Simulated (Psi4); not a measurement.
# SnHClF (SMILES [F][SnH][Cl]): UHF/def2-TZVP (density fitting, core potential, sweep point 2)

We compute the energy of SnHClF. 

Program for the calculation: Psi4 1.11.

3 further runs of the same task are left out: 3 set aside as unsound or not needed.

## 1. The molecule

SnHClF: 4 atoms, total charge 0, spin state doublet. SMILES: `[F][SnH][Cl]`. The shape is that of a PBE0-D4/def2-TZVP optimisation.

Bond lengths: F1–Sn2 1.923 Å, Sn2–Cl3 2.331 Å, Sn2–H4 1.741 Å. Angles: F1–Sn2–Cl3 103.7°, F1–Sn2–H4 104.5°, Cl3–Sn2–H4 108.4°.

## 2. A single-point energy at UHF/def2-TZVP (density fitting, core potential, sweep point 2)

Contents of calc.dat:

```
memory 1600 mb

molecule m {
  0 2
  F     -1.514800     0.261000     0.860600
  Sn    -0.250500    -0.208700    -0.509900
  Cl     1.378000    -1.422400     0.633500
  H      0.442800     1.309900    -1.004300
  symmetry c1
}

set basis def2-TZVP
set reference uhf
set scf_type df
set soscf true

result, w = energy('hf', return_wfn=True)
print_variables()
```

On the command line:

```
psi4 -n 1 calc.dat calc.out
```

calc.out:

```text
Psi4 1.11 release

   => Loading Basis Set <=

    Name: DEF2-TZVP
    Role: ORBITAL
    Keyword: BASIS

    !!!  WARNING: ECP capability is in beta. Please check occupations closely.  !!!

         ---------------------------------------------------------
                                   SCF
                              UHF Reference
                        1 Threads,   1525 MiB Core
         ---------------------------------------------------------

  ==> Geometry <==

    Molecular point group: c1
    Full point group: C1

    Geometry (in Angstrom), charge = 0, multiplicity = 2:

       Center              X                  Y                   Z               Mass
    ------------   -----------------  -----------------  -----------------  -----------------
         F           -1.456582382747     0.652614916003     0.995823380739    18.998403162730
         SN          -0.192282382747     0.182914916003    -0.374676619261   119.902201630000
         CL           1.436217617253    -1.030785083997     0.768723380739    34.968852682000
         H            0.501017617253     1.701514916003    -0.869076619261     1.007825032230

  Running in c1 symmetry.

  Rotational constants: A =      0.31255  B =      0.09644  C =      0.07524 [cm^-1]
  Rotational constants: A =   9369.99636  B =   2891.20270  C =   2255.52980 [MHz]
  Nuclear repulsion =  174.577244386633652

  Charge       = 0
  Multiplicity = 2
  Electrons    = 49
  Nalpha       = 25
  Nbeta        = 24

  ==> Algorithm <==

  SCF Algorithm Type is DF.
  DIIS enabled.
  MOM disabled.
  Fractional occupation disabled.
  Guess Type is SAD.
  Energy threshold   = 1.00e-06
  Density threshold  = 1.00e-06
  Integral threshold = 1.00e-12

  ==> Primary Basis <==

  Basis Set: DEF2-TZVP
    Blend: DEF2-TZVP
    Number of shells: 44
    Number of basis functions: 124
    Number of Cartesian functions: 143
    Spherical Harmonics?: true
    Max angular momentum: 3

  Core potential: DEF2-TZVP
    Number of shells: 4
    Number of ECP primitives: 18
    Number of ECP core electrons: 28
    Max angular momentum: 3

   => Loading Basis Set <=

    Name: (DEF2-TZVP AUX)
    Role: JKFIT
    Keyword: DF_BASIS_SCF

  ==> Integral Setup <==

  DFHelper Memory: AOs need 0.054 GiB; user supplied 1.118 GiB.
  SCF_SUBTYPE=INCORE selected. In-core MEM_DF algorithm will be used.
  Using in-core AOs.

  ==> MemDFJK: Density-Fitted J/K Matrices <==

    J tasked:                   Yes
    K tasked:                   Yes
    wK tasked:                   No
    Memory [MiB]:              1144
    Algorithm:                 Core
    Schwarz Cutoff:           1E-12
    Mask sparsity (%):       3.5380
    Fitting Condition:        1E-10

   => Auxiliary Basis Set <=

  Basis Set: (DEF2-TZVP AUX)
    Blend: DEF2-UNIVERSAL-JKFIT
    Number of shells: 115
    Number of basis functions: 441
    Number of Cartesian functions: 577
    Spherical Harmonics?: true
    Max angular momentum: 5

  Minimum eigenvalue in the overlap matrix is 4.0306250954E-03.
  Reciprocal condition number of the overlap matrix is 9.4582547412E-04.
    Using symmetric orthogonalization.

  ==> Pre-Iterations <==

  SCF Guess: Superposition of Atomic Densities via on-the-fly atomic UHF (no occupation information).

 WARNING: Atomic UHF is not converging! Try casting from a smaller basis or call Rob at CCMST.
   -------------------------
    Irrep   Nso     Nmo
   -------------------------
     A        124     124
   -------------------------
    Total     124     124
   -------------------------

  ==> Iterations <==

                           Total Energy        Delta E     RMS |[F,P]|

   @DF-UHF iter SAD:  -770.96168241082626   -7.70962e+02   0.00000e+00
   @DF-UHF iter   1:  -772.87791532527933   -1.91623e+00   4.37183e-03 ADIIS/DIIS
   @DF-UHF iter   2:  -772.94858559379270   -7.06703e-02   2.92585e-03 ADIIS/DIIS
   @DF-UHF iter   3:  -772.98302395718520   -3.44384e-02   3.66760e-04 SOSCF, nmicro=5
   @DF-UHF iter   4:  -772.98486668531575   -1.84273e-03   1.42202e-05 SOSCF, nmicro=5
   @DF-UHF iter   5:  -772.98487071174736   -4.02643e-06   1.47791e-06 SOSCF, nmicro=5
   @DF-UHF iter   6:  -772.98487074150830   -2.97609e-08   1.53859e-07 SOSCF, nmicro=conv
  Energy and wave function converged.

  ==> Post-Iterations <==

   @Spin Contamination Metric:   1.296605573E-02
   @S^2 Expected:                7.500000000E-01
   @S^2 Observed:                7.629660557E-01
   @S   Expected:                5.000000000E-01
   @S   Observed:                5.000000000E-01

    Orbital Energies [Eh]
    ---------------------

    Alpha Occupied:

       1A   -104.828105     2A    -26.247643     3A    -10.556651
       4A     -8.025018     5A     -8.021958     6A     -8.021828
       7A     -5.925996     8A     -4.117955     9A     -4.113492
      10A     -4.111401    11A     -1.539579    12A     -1.386813
      13A     -1.382510    14A     -1.379286    15A     -1.378112
      16A     -1.368309    17A     -1.080607    18A     -0.709974
      19A     -0.619690    20A     -0.613597    21A     -0.585080
      22A     -0.514119    23A     -0.476240    24A     -0.467772
      25A     -0.377318

    Alpha Virtual:

      26A      0.058818    27A      0.070487    28A      0.115385
      29A      0.157919    30A      0.196169    31A      0.210906
      32A      0.259231    33A      0.280970    34A      0.291518
      35A      0.335389    36A      0.346654    37A      0.399219
      38A      0.459481    39A      0.522844    40A      0.534579
      41A      0.540510    42A      0.630455    43A      0.651123
      44A      0.668656    45A      0.674801    46A      0.700855
      47A      0.782035    48A      0.825926    49A      0.833821
      50A      0.842759    51A      0.872140    52A      0.898451
      53A      0.950058    54A      0.976979    55A      1.008352
      56A      1.058890    57A      1.087764    58A      1.134631
      59A      1.163840    60A      1.218998    61A      1.231790
      62A      1.287493    63A      1.301082    64A      1.320226
      65A      1.433953    66A      1.552025    67A      1.887943
      68A      1.901374    69A      2.108990    70A      2.116561
      71A      2.190721    72A      2.199808    73A      2.209934
      74A      2.284104    75A      2.297382    76A      2.305549
      77A      2.381138    78A      2.385667    79A      2.408796
      80A      2.410645    81A      2.432913    82A      2.435745
      83A      2.469012    84A      2.491630    85A      2.523834
      86A      2.551761    87A      2.568749    88A      2.574658
      89A      2.623293    90A      2.695772    91A      2.727316
      92A      2.778293    93A      2.838594    94A      2.850384
      95A      2.911015    96A      2.997384    97A      3.083618
      98A      3.722441    99A      3.756292   100A      3.779620
     101A      4.119721   102A      4.430511   103A      7.432153
     104A      7.434936   105A      7.441485   106A      7.441967
     107A      7.445050   108A      7.449889   109A      7.463166
     110A      8.931547   111A      8.938175   112A      9.071977
     113A      9.083598   114A      9.333921   115A     11.486859
     116A     11.493096   117A     11.665177   118A     25.665771
     119A     36.890809   120A     37.404418   121A     37.473059
     122A     37.501342   123A     58.660489   124A    114.027741

    Beta Occupied:

       1A   -104.826773     2A    -26.244645     3A    -10.555361
       4A     -8.021748     5A     -8.021178     6A     -8.019389
       7A     -5.920670     8A     -4.113324     9A     -4.111723
      10A     -4.108289    11A     -1.531549    12A     -1.383292
      13A     -1.376316    14A     -1.375712    15A     -1.374606
      16A     -1.363930    17A     -1.070441    18A     -0.678802
      19A     -0.611313    20A     -0.602300    21A     -0.557270
      22A     -0.480643    23A     -0.467460    24A     -0.459094

    Beta Virtual:

      25A     -0.028151    26A      0.075348    27A      0.084842
      28A      0.136175    29A      0.182782    30A      0.209889
      31A      0.227096    32A      0.274352    33A      0.309109
      34A      0.314448    35A      0.345498    36A      0.356005
      37A      0.412984    38A      0.479677    39A      0.526278
      40A      0.540365    41A      0.552176    42A      0.635548
      43A      0.660055    44A      0.678886    45A      0.687216
      46A      0.705507    47A      0.790830    48A      0.834411
      49A      0.848866    50A      0.863359    51A      0.879626
      52A      0.912324    53A      0.964870    54A      0.993200
      55A      1.019273    56A      1.074564    57A      1.097825
      58A      1.149866    59A      1.176355    60A      1.229429
      61A      1.239683    62A      1.304726    63A      1.318883
      64A      1.338342    65A      1.447697    66A      1.559437
      67A      1.911978    68A      1.924352    69A      2.110578
      70A      2.118501    71A      2.194661    72A      2.203415
      73A      2.214318    74A      2.294319    75A      2.299333
      76A      2.310543    77A      2.384222    78A      2.388878
      79A      2.411233    80A      2.412253    81A      2.436200
      82A      2.440656    83A      2.473147    84A      2.498698
      85A      2.533699    86A      2.556697    87A      2.571127
      88A      2.576599    89A      2.628116    90A      2.701212
      91A      2.733237    92A      2.782993    93A      2.843036
      94A      2.854998    95A      2.917243    96A      3.006912
      97A      3.092876    98A      3.730373    99A      3.758248
     100A      3.785544   101A      4.127895   102A      4.434351
     103A      7.434131   104A      7.436968   105A      7.443093
     106A      7.443153   107A      7.447499   108A      7.451900
     109A      7.465784   110A      8.934694   111A      8.941253
     112A      9.078044   113A      9.087543   114A      9.339171
     115A     11.488732   116A     11.493863   117A     11.668296
     118A     25.667476   119A     36.891981   120A     37.409495
     121A     37.473574   122A     37.502258   123A     58.662201
     124A    114.027924

    Final Occupation by Irrep:
              A
    DOCC [    24 ]
    SOCC [     1 ]
    NA   [    25 ]
    NB   [    24 ]

  @DF-UHF Final Energy:  -772.98487074150830

   => Energetics <=

    Nuclear Repulsion Energy =            174.5772443866336516
    One-Electron Energy =               -1499.9993464112599213
    Two-Electron Energy =                 552.4372312831180807
    Total Energy =                       -772.9848707415083027

  UHF NO Occupations:
  HONO-2 :   23  A 1.9991273
  HONO-1 :   24  A 1.9950175
  HONO-0 :   25  A 1.0000000
  LUNO+0 :   26  A 0.0049825
  LUNO+1 :   27  A 0.0008727
  LUNO+2 :   28  A 0.0002880
  LUNO+3 :   29  A 0.0001278

Computation Completed

Properties will be evaluated at   0.000000,   0.000000,   0.000000 [a0]

Properties computed using the SCF density matrix

 Multipole Moments:

 ------------------------------------------------------------------------------------
     Multipole            Electronic (a.u.)      Nuclear  (a.u.)        Total (a.u.)
 ------------------------------------------------------------------------------------

 L = 1.  Multiply by 2.5417464519 to convert [e a0] to [Debye]
 Dipole X            :        -14.2877033           14.3189523            0.0312490
 Dipole Y            :         11.3223140          -11.1950571            0.1272569
 Dipole Z            :        -25.7636160           24.4128912           -1.3507248
 Magnitude           :                                                    1.3570661

 ------------------------------------------------------------------------------------

	total time  =          3 seconds =       0.05 minutes

  Variable Map:
  ----------------------------------------------------------------------------
  "CURRENT ENERGY"           =>    -772.984870741508
  "CURRENT REFERENCE ENERGY" =>    -772.984870741508
  "DD SOLVATION ENERGY"      =>       0.000000000000
  "HF KINETIC ENERGY"        =>     642.457412189889
  "HF POTENTIAL ENERGY"      =>   -1415.442282931398
  "HF TOTAL ENERGY"          =>    -772.984870741508
  "HF VIRIAL RATIO"          =>       2.203169044477
  "NUCLEAR REPULSION ENERGY" =>     174.577244386634
  "ONE-ELECTRON ENERGY"      =>   -1499.999346411260
  "PCM POLARIZATION ENERGY"  =>       0.000000000000
  "PE ENERGY"                =>       0.000000000000
  "SCF ITERATION ENERGY"     =>    -772.984870741508
  "SCF ITERATIONS"           =>       6.000000000000
  "SCF TOTAL ENERGY"         =>    -772.984870741508
  "TWO-ELECTRON ENERGY"      =>     552.437231283118

  Array Variable Map:
  ----------------------------------------------------------------------------
  "CURRENT DIPOLE"           =>       0.031248997532 ... -1.350724800556 1 by 3
  "SCF DIPOLE"               =>       0.031248997532 ... -1.350724800556 1 by 3
  "SCF TOTAL ENERGIES"       =>    -770.961682410826 ... -772.984870741508 1 by 7

    Psi4 run time: 0:00:03.74
```

Run time: 4.8 s. Hardware: 1 thread of Intel Xeon 6975P-C (Granite Rapids), shared host; peak memory 0.26 GiB.

## 3. Outcome

Level: UHF/def2-TZVP (density fitting, core potential, sweep point 2).

| quantity | value |
| --- | --- |
| total energy | -772.98487 Eh |
| dipole moment | 3.45 D |
| HOMO energy (highest over α and β) | -10.27 eV |
| LUMO energy (lowest over α and β) | -0.77 eV |
| ⟨S²⟩ | 0.763 |
